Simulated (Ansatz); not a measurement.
# Ti2CS: relaxing cell and atoms, part 2 of 2

Aim: in Ti2CS, a database structure at a slightly changed volume, relax cell and atoms, then read levels, charges and fields where it ends.

Ansatz 0.2.0; DFT, r2SCAN, no spin polarisation, plane waves, PAW. Relaxing cell and atoms.

## Step 3: More of the same log

The log, continued:

```text
SCF iter   1: F=-12343.962508 eV  HF=-12343.961670 eV  |F-HF|=8.38e-4  |Δ(HF+E_count)|=         —  Δρ=7.21e-4  dr2=7.58e-4  dr2_τ=2.23e-3  ethr=1.44e-6  ⟨swp⟩=2.1  Hψ=7060  notcnv=0
preconditioner: auto → Kerker (q_TF=auto, 2.560 Å⁻¹)  [metal: Δε(μ)=0.086 eV  Ē_g=7.549 eV  σ=0.100 eV  W_gap=0.21  n_scr=38 (ndim 8)  ℏωp=22.3 eV  f_vac=0.000  D(μ)=2.20/eV (n_scr^D=6)]
SCF iter   2: F=-12343.962880 eV  HF=-12343.963019 eV  |F-HF|=1.40e-4  |Δ(HF+E_count)|=   1.35e-3  Δρ=3.09e-4  dr2=1.84e-4  dr2_τ=7.79e-6  ethr=1.11e-6  ⟨swp⟩=2.2  Hψ=2236  notcnv=0
SCF iter   3: F=-12343.962979 eV  HF=-12343.962995 eV  |F-HF|=1.53e-5  |Δ(HF+E_count)|=   2.46e-5  Δρ=1.01e-4  dr2=2.44e-5  dr2_τ=1.03e-6  ethr=2.70e-7  ⟨swp⟩=2.0  Hψ=1732  notcnv=0
SCF iter   4: F=-12343.962988 eV  HF=-12343.962991 eV  |F-HF|=3.78e-6  |Δ(HF+E_count)|=   3.14e-6  Δρ=4.39e-5  dr2=6.25e-6  dr2_τ=9.10e-8  ethr=3.58e-8  ⟨swp⟩=2.3  Hψ=1704  notcnv=0
SCF iter   5: F=-12343.962990 eV  HF=-12343.962990 eV  |F-HF|=3.00e-8  |Δ(HF+E_count)|=   9.38e-7  Δρ=1.55e-5  dr2=2.51e-7  dr2_τ=9.71e-9  ethr=1.18e-9  ⟨swp⟩=8.8  Hψ=9698  notcnv=0
the search or the solves at the SCF's close seem to have found levels that the self-consistency loop had missed (the run counts 1). By its estimate they hold 6.38e-12 electrons. The energies and the density leave them out; if the run goes on with those levels, later outputs use occupations computed again with them
SCF 4 converged in 5 iterations: F = -12343.962990 eV  dr2 = 2.51e-7
relax step   4: F+E_penalty+E_count = -12343.96299048 eV  Δ(F+E_penalty+E_count) = -4.725e-4 eV  max|allowed force component| = 7.221e-2 eV/Å  Δτ_max = 0.0024 Å  P = +0.057 GPa  Ω = 99.743 Å³  energy of the carried Pulay correction = -1.135e-3 eV  (5 SCF iters, dr2 threshold 8.00e-7 eV, accepted)
Crystal: 8 atoms, lattice volume = 99.730 Å³
iter 1 solved again at ethr=7.89e-7 eV; its pass at ethr=3.10e-3 eV (dr2=5.36e-4 eV) is discarded
SCF iter   1: F=-12343.963245 eV  HF=-12343.962572 eV  |F-HF|=6.73e-4  |Δ(HF+E_count)|=         —  Δρ=4.76e-4  dr2=3.91e-4  dr2_τ=2.00e-3  ethr=7.89e-7  ⟨swp⟩=2.3  Hψ=6281  notcnv=0
preconditioner: auto → Kerker (q_TF=auto, 2.560 Å⁻¹)  [metal: Δε(μ)=0.082 eV  Ē_g=7.549 eV  σ=0.100 eV  W_gap=0.20  n_scr=38 (ndim 8)  ℏωp=22.3 eV  f_vac=0.000  D(μ)=2.19/eV (n_scr^D=6)]
SCF iter   2: F=-12343.963429 eV  HF=-12343.963529 eV  |F-HF|=9.93e-5  |Δ(HF+E_count)|=   9.57e-4  Δρ=2.27e-4  dr2=1.22e-4  dr2_τ=3.46e-6  ethr=5.75e-7  ⟨swp⟩=2.0  Hψ=2422  notcnv=0
SCF iter   3: F=-12343.963495 eV  HF=-12343.963503 eV  |F-HF|=8.33e-6  |Δ(HF+E_count)|=   2.56e-5  Δρ=7.57e-5  dr2=1.32e-5  dr2_τ=8.18e-7  ethr=1.80e-7  ⟨swp⟩=2.0  Hψ=1753  notcnv=0
SCF iter   4: F=-12343.963499 eV  HF=-12343.963501 eV  |F-HF|=2.29e-6  |Δ(HF+E_count)|=   2.13e-6  Δρ=3.79e-5  dr2=4.03e-6  dr2_τ=6.08e-8  ethr=1.94e-8  ⟨swp⟩=2.1  Hψ=1629  notcnv=0
SCF iter   5: F=-12343.963500 eV  HF=-12343.963500 eV  |F-HF|=2.57e-8  |Δ(HF+E_count)|=   6.45e-7  Δρ=1.27e-5  dr2=1.70e-7  dr2_τ=1.33e-8  ethr=4.79e-10  ⟨swp⟩=8.5  Hψ=9326  notcnv=0
the search or the solves at the SCF's close seem to have found levels that the self-consistency loop had missed (the run counts 1). By its estimate they hold 7.12e-12 electrons. The energies and the density leave them out; if the run goes on with those levels, later outputs use occupations computed again with them
SCF 5 converged in 5 iterations: F = -12343.963500 eV  dr2 = 1.70e-7
relax step   5: F+E_penalty+E_count = -12343.96350031 eV  Δ(F+E_penalty+E_count) = -5.098e-4 eV  max|allowed force component| = 3.678e-3 eV/Å  Δτ_max = 0.0027 Å  P = -0.011 GPa  Ω = 99.730 Å³  energy of the carried Pulay correction = -1.130e-3 eV  (5 SCF iters, dr2 threshold 3.26e-7 eV, accepted)
Basis set: ecut = 500 eV, 2531 PW (Γ), exchange–correlation on 96×96×360 points (64 copies of the dense FFT grid, shifted against one another)
Initial wavefunctions: pseudopotential atomic-orbital guess (no wavefunctions were taken with the density)
iter 1 solved again at ethr=1.83e-8 eV; its pass at ethr=3.10e-3 eV (dr2=1.25e-5 eV) is discarded
SCF iter   1: F=-12343.964695 eV  HF=-12343.964657 eV  |F-HF|=3.77e-5  |Δ(HF+E_count)|=         —  Δρ=9.20e-5  dr2=6.48e-7  dr2_τ=3.75e-6  ethr=1.83e-8  ⟨swp⟩=4.0  Hψ=9078  notcnv=0
preconditioner: auto → Kerker (q_TF=auto, 2.560 Å⁻¹)  [metal: Δε(μ)=0.082 eV  Ē_g=7.550 eV  σ=0.100 eV  W_gap=0.20  n_scr=38 (ndim 8)  ℏωp=22.3 eV  f_vac=0.000  D(μ)=2.19/eV (n_scr^D=6)]
SCF iter   2: F=-12343.964696 eV  HF=-12343.964685 eV  |F-HF|=1.07e-5  |Δ(HF+E_count)|=   2.78e-5  Δρ=4.80e-5  dr2=2.20e-7  dr2_τ=5.87e-7  ethr=9.53e-10  ⟨swp⟩=2.0  Hψ=1866  notcnv=0
SCF iter   3: F=-12343.964696 eV  HF=-12343.964696 eV  |F-HF|=2.29e-9  |Δ(HF+E_count)|=   1.08e-5  Δρ=3.20e-6  dr2=1.63e-8  dr2_τ=1.10e-9  ethr=3.23e-10  ⟨swp⟩=2.0  Hψ=2316  notcnv=0
SCF iter   4: F=-12343.964696 eV  HF=-12343.964696 eV  |F-HF|=2.07e-9  |Δ(HF+E_count)|=   8.19e-9  Δρ=1.38e-6  dr2=4.60e-9  dr2_τ=1.61e-10  ethr=2.40e-11  ⟨swp⟩=2.0  Hψ=1871  notcnv=0
SCF iter   5: F=-12343.964696 eV  HF=-12343.964696 eV  |F-HF|=5.53e-10  |Δ(HF+E_count)|=  2.62e-10  Δρ=8.03e-7  dr2=1.20e-9  dr2_τ=1.02e-10  ethr=6.76e-12  ⟨swp⟩=2.0  Hψ=1866  notcnv=0
SCF iter   6: F=-12343.964696 eV  HF=-12343.964696 eV  |F-HF|=6.37e-11  |Δ(HF+E_count)|=  1.09e-10  Δρ=2.86e-7  dr2=1.04e-10  dr2_τ=6.61e-12  ethr=1.76e-12  ⟨swp⟩=2.0  Hψ=1938  notcnv=0
SCF iter   7: F=-12343.964696 eV  HF=-12343.964696 eV  |F-HF|=0.00e0  |Δ(HF+E_count)|=  1.82e-12  Δρ=4.03e-8  dr2=1.57e-12  dr2_τ=3.05e-13  ethr=1.00e-12  ⟨swp⟩=6.4  Hψ=5736  notcnv=0
SCF 6 converged in 7 iterations: F = -12343.964696 eV  dr2 = 1.57e-12
relax step   6: F+E_penalty+E_count = -12343.96469566 eV  Δ(F+E_penalty+E_count) = -1.195e-3 eV  max|allowed force component| = 3.277e-3 eV/Å  Δτ_max = 0.0000 Å  P = -0.006 GPa  Ω = 99.730 Å³  stress off target by 1.18e-2 GPa  SCF on the basis re-selected at this cell (its energy is not comparable with the rows above)  (7 SCF iters)
basis re-selected at this cell: Δ(F+E_penalty+E_count) = -1.195e-3 eV, ΔP = +0.005 GPa vs the last step (what re-selecting the basis moved, of the pressure what is left beyond the Pulay correction that the steps carried, after the strain that the cell walked since its last selection, with what the two solves' SCF thresholds leave and, on support functions, any second-order correction that the steps lacked; it is no measure of the basis error at this ecutwfc). The dense FFT grid was sized anew with the basis: this SCF ran on 24×24×90 points, the steps before it on 24×24×81, so part of this shift can come from that change (see relax.cell in the input reference). This SCF's stress stands 1.18e-2 GPa from its target on what of the cell is left free (relax.cell.stress_tol is 5.00e-2 GPa) and its largest allowed force component is 3.28e-3 eV/Å (relax.f_tol is 1.00e-2 eV/Å): within both
SCF converged after 7 iterations
Free energy (F): -12343.964696 eV
Harris-Foulkes:  -12343.964696 eV  (|F-HF|=0.00e0)
Internal energy: -12343.890203 eV  (E = F + TS)
E sigma→0 (E₀):  -12343.927449 eV
Entropy (-TS):   -0.074493 eV (-9.312 meV/atom)
Fermi energy:    14.485368 eV
--- Per-component energies (eV) ---
  E_band       = -545.001980
  E_kinetic    = 1494.447458
  E_local      = -3618.154317  (includes V_loc(G=0)·N_el)
  E_nonlocal   = 132.779111
  E_hartree    = 1498.953710
  E_xc         = -659.563336
  E_vxc        = -863.497769  (∫ρ·V_xc dr)
  E_paw        = -5645.342929  (= ΣΔE_a)
  E_vpaw       = -740.424466  (= ΣTr[D̂ρ^β])
  E_aug_tail   = 0.000371  (compensation charges beyond the density's cutoff)
  E_vtau       = 51.940191  (kinetic-family band-sum trace: ∫τ·v_τ [+ j·A + Jᵃ·Aᵃ] dr)
  E_ewald      = -5545.727363
  E_core_change = -1.282910  (= ΣΔE_core)
  E_smearing   = -0.074493  (= −TS)
  E_closure    = -0.000000  (closes the sum)
  Σ components = -12343.964696   (vs F -12343.964696, Δ=0.00e0)
--- Forces (eV/Å), atoms counted from 1 ---
  atom   1  Ti    -0.00000000     0.00000000     0.00327653
  atom   2  Ti     0.00000000    -0.00000000     0.00327653
  atom   3  Ti     0.00000000     0.00000000    -0.00327653
  atom   4  Ti    -0.00000000    -0.00000000    -0.00327653
  atom   5  C     -0.00000000    -0.00000000     0.00000000
  atom   6  C     -0.00000000     0.00000000     0.00000000
  atom   7  S     -0.00000000    -0.00000000     0.00000000
  atom   8  S      0.00000000     0.00000000     0.00000000
  max |Σ_I F_I| component: 7.40e-17 eV/Å
--- Stress (GPa, compression-positive) ---
       -0.011814       0.000000       0.000000
        0.000000      -0.011814       0.000000
        0.000000       0.000000       0.004962
  P = ⅓ Tr σ = -0.0062 GPa (-0.062 kbar)
--- Band table (eV; the first three rows and the last of 32) ---
  k-point 0: bands = ["-45.2243", "-45.2205", "-45.1530", "-45.1491", "-20.6924", "-20.6308", "-20.3426", "-20.3077", "-20.3077", "-20.3029", "-20.3029", "-20.2772", "-20.2472", "-20.2472", "-20.2424", "-20.2424", "-1.7176", "-1.5124", "2.0255", "2.7222", "6.9308", "9.2339", "9.5752", "10.5128", "10.5128", "11.1599", "11.1599", "11.9099", "11.9099", "12.4430", "13.6464", "13.6464", "14.3194", "14.3625", "14.3625", "14.5704", "14.5704", "15.3707", "15.3707", "15.5737", "16.0158", "16.0158"]
  k-point 1: bands = ["-45.2234", "-45.2215", "-45.1520", "-45.1500", "-20.6789", "-20.6485", "-20.3239", "-20.3066", "-20.3066", "-20.3042", "-20.3042", "-20.2916", "-20.2459", "-20.2459", "-20.2435", "-20.2435", "-1.6699", "-1.5676", "2.1868", "2.5320", "7.3019", "8.2140", "10.6140", "10.6140", "10.6760", "10.8972", "10.8972", "11.8355", "12.3498", "12.3498", "13.1190", "13.1190", "14.4258", "14.4258", "14.5591", "14.5591", "14.7090", "15.2808", "15.8846", "15.8846", "16.1791", "16.1791"]
  k-point 2: bands = ["-45.2208", "-45.2169", "-45.1520", "-45.1481", "-20.6845", "-20.6249", "-20.3708", "-20.3391", "-20.3161", "-20.3113", "-20.3031", "-20.2662", "-20.2643", "-20.2566", "-20.2481", "-20.2432", "-1.6030", "-1.4156", "2.1357", "2.7584", "7.0790", "8.9999", "9.6974", "10.3644", "10.5552", "11.1960", "11.2975", "11.3810", "11.8088", "12.2401", "12.6699", "13.1353", "14.2164", "14.3742", "14.6667", "14.8135", "14.8537", "15.3226", "15.4697", "15.6393", "16.0196", "16.1904"]
  k-point 31: bands = ["-45.1597", "-45.1581", "-45.1517", "-45.1501", "-20.5817", "-20.5767", "-20.5663", "-20.5568", "-20.5212", "-20.5140", "-20.3724", "-20.3671", "-20.3278", "-20.3234", "-20.3052", "-20.2982", "0.2490", "0.2497", "3.5339", "3.5373", "7.6681", "7.7289", "8.4898", "8.5307", "8.9368", "8.9871", "10.0757", "10.1675", "10.5144", "10.5660", "11.3153", "11.4909", "14.0828", "14.5508", "15.0325", "15.2636", "15.8583", "16.0555", "16.4849", "16.5891", "16.7670", "16.9688"]
--- Relaxed structure (5 steps of the walk, 5 accepted, 1 SCFs on fresh bases) ---
  F+E_penalty+E_count = -12343.96469566 eV   max|allowed force component| = 3.277e-3 eV/Å   (the final SCF, on the basis selected at the relaxed cell)
  cell:  # Å, volume = 99.7302 Å³
    - [3.2038522572217896, 0.0, 0.0]
    - [-1.6019261286108948, 2.7746174447261858, 0.0]
    - [0.0, 0.0, 11.218917017967943]
  atoms:
    - { symbol: Ti, position: [0.33333333333333337, 0.6666666666666669, 0.09899683233891542] }
    - { symbol: Ti, position: [0.6666666666666666, 0.33333333333333337, 0.5989968323389153] }
    - { symbol: Ti, position: [0.33333333333333337, 0.6666666666666669, 0.4010031676610846] }
    - { symbol: Ti, position: [0.6666666666666666, 0.33333333333333337, 0.9010031676610846] }
    - { symbol: C, position: [-6.186721215400208e-34, -1.0966473749259714e-34, -9.774376068896737e-21] }
    - { symbol: C, position: [-4.892623496367127e-34, -1.1840876971792049e-34, 0.5] }
    - { symbol: S, position: [0.6666666666666666, 0.33333333333333337, 0.25] }
    - { symbol: S, position: [0.3333333333333334, 0.6666666666666669, 0.7500000000000001] }
--- Löwdin populations: 8 sites ---
  site symbol       q [e]
     0     Ti     11.2733
     1     Ti     11.2733
     2     Ti     11.2733
     3     Ti     11.2733
     4      C      4.9069
     5      C      4.9069
     6      S      6.3637
     7      S      6.3637
  spilling = 0.005374 (of n_electrons = 68.000000)
--- Bader charges: 8 sites ---
  site symbol  charge [e]  shift [e]
     0     Ti      1.6575     0.0006
     1     Ti      1.6575     0.0006
     2     Ti      1.6575     0.0006
     3     Ti      1.6575     0.0006
     4      C     -2.0246     0.0008
     5      C     -2.0246     0.0008
     6      S     -1.2905     0.0005
     7      S     -1.2904     0.0005
  estimated error of the sums over rays = 5.9e-4 e
```

It took 3.2 min on 2 threads of Arm Neoverse N1, shared host; peak memory 0.74 GiB.

Relaxation path:

```
step  energy from step 1 (eV/cell)  largest force component (eV/Å)  pressure (GPa)  volume (Å³)
   1                        0.0000                          0.1719            5.59        97.09
   2                       -0.0423                          0.1042            0.37        99.43
   3                       -0.0438                          0.0098           -0.24        99.87
   4                       -0.0443                          0.0722            0.06        99.74
   5                       -0.0448                          0.0037           -0.01        99.73
   6                       -0.0460                          0.0033           -0.01        99.73
```

Step 1 is the start. Step 6 repeats the geometry before on a plane-wave basis chosen anew for that cell, so the energy can jump there without any move; the table keeps such jumps.

| input's cell | before | after | change |
| --- | --- | --- | --- |
| a (Å) | 3.179 | 3.204 | +0.8 % |
| b (Å) | 3.179 | 3.204 | +0.8 % |
| c (Å) | 11.092 | 11.219 | +1.1 % |
| volume (Å³/atom) | 12.14 | 12.47 | +2.7 % |

## Step 4: States by energy

Counts of states in windows (eV from the Fermi level; tetrahedra), total and projected:

```
from    to  total   C p   S p  Ti d
-4.5  -4.0   3.79  1.25  1.11  1.17
-4.0  -3.5   3.37  1.11  0.92  1.21
-3.5  -3.0   5.01  2.34  0.57  1.92
-3.0  -2.5   2.00  0.72  0.53  0.69
-2.5  -2.0   0.63  0.16  0.26  0.19
-2.0  -1.5   0.40  0.04  0.09  0.25
-1.5  -1.0   1.03  0.05  0.07  0.87
-1.0  -0.5   1.80  0.06  0.07  1.60
-0.5   0.0   0.93  0.03  0.03  0.83
 0.0   0.5   1.39  0.04  0.05  1.26
 0.5   1.0   1.95  0.07  0.10  1.71
```

The bands computed are complete only to about 1.5 eV above the Fermi level.

## Step 5: How the electrons are shared

By element, from the tables in the log (a charge is positive for electrons lost): Löwdin charges also hold the electrons that the projection spills.

```
element  atoms  Bader charge (e)  Bader volume (Å³)  Löwdin charge (e)
     Ti      4             +1.66                8.7              +0.73
      C      2             -2.02               13.5              -0.91
      S      2             -1.29               19.0              -0.36
```

The Löwdin projection spills 0.5 % of the electrons and depends on the orbitals chosen; where it disagrees with Bader's partition, neither is an observable.

## Step 6: Maps of the fields

Maps in the plane spanned by a and b at height 0.599 along c (axes of the input's cell), one cell: a runs left to right (10 points from zero), b bottom to top (10 points), 120° apart. Near the nuclei they are pseudo-fields.

Valence density. Ten steps from '0' (0.14 e/Å³) to '9' (9.71 e/Å³), finer at the low end (step k begins (100^(k/10) - 1)/99 of the way up):
```
2110000112
1100000111
1000000122
2000002454
3000037887
2000279997
1111489985
1112589852
2212477521
2211232112
```

ELF. Values, 10 rows by 10 columns:
```
0.60 0.51 0.29 0.12 0.07 0.07 0.12 0.29 0.51 0.60
0.32 0.29 0.21 0.15 0.13 0.15 0.21 0.29 0.32 0.33
0.10 0.12 0.15 0.18 0.18 0.15 0.12 0.10 0.12 0.12
0.12 0.07 0.13 0.18 0.13 0.07 0.12 0.37 0.48 0.37
0.18 0.07 0.15 0.15 0.07 0.18 0.62 0.61 0.61 0.62
0.12 0.12 0.21 0.12 0.12 0.62 0.46 0.07 0.46 0.62
0.10 0.29 0.29 0.10 0.37 0.61 0.07 0.06 0.61 0.37
0.32 0.51 0.32 0.12 0.48 0.61 0.46 0.61 0.48 0.12
0.60 0.60 0.33 0.12 0.37 0.62 0.62 0.37 0.12 0.33
0.67 0.60 0.32 0.10 0.12 0.18 0.12 0.10 0.32 0.60
```

Atoms within 0.2 Å of the plane, in fractions of a and b: Ti at (0.67, 0.33).

At the density minimum on some short contacts:

```
contact  length (Å)  minimum at (fraction)  density (e/Å³)   ELF
 Ti1–S7       2.508                   0.45           0.339  0.16
```

## Step 7: Results

What follows sums up all 2 parts.

```
                                                 quantity                                                                        value
                                                    moves                                                                            4
                                            energy gained                                                                 5.6 meV/atom
                                             largest move                                                                       0.00 Å
                     space group (0.01 Å), before / after                                                          P6_3/mmc / P6_3/mmc
                                                     cell  a = 3.204 Å, b = 3.204 Å, c = 11.219 Å, α = 90.00°, β = 90.00°, γ = 120.00°
                                                   volume                                                       12.47 Å³/atom (+2.7 %)
                                      pressure at the end                                                                    -0.01 GPa
           formation energy (elements from separate runs)                                                                -1.44 eV/atom
                                                character                                                                        metal
density of states, mean within 0.25 eV of the Fermi level                                                          1.8 per eV per cell
                                            Bader charges                                                 Ti +1.66, C -2.02, S -1.29 e
```

What this shows: The volume grew by 2.7 %, and the atoms end where they began within the cell; the energy fell by 5.6 meV per atom. With 24 symmetry operations imposed, the end may be a saddle point towards distortions that break them. It is a metal; within 0.25 eV of the Fermi level the density of states averages 1.8 per eV per cell, mostly Ti d (91 %), but it varies sharply: 0.89 at the Fermi level itself, on this mesh. Against the elements' reference phases (Ti hcp, C graphite, alpha-S8 (Fddd); separate runs with the same functional) the formation energy is -1.44 eV per atom, a bound cell by that test. By Bader's partition Ti gives up most (+1.66 e) and C takes most (-2.02 e).
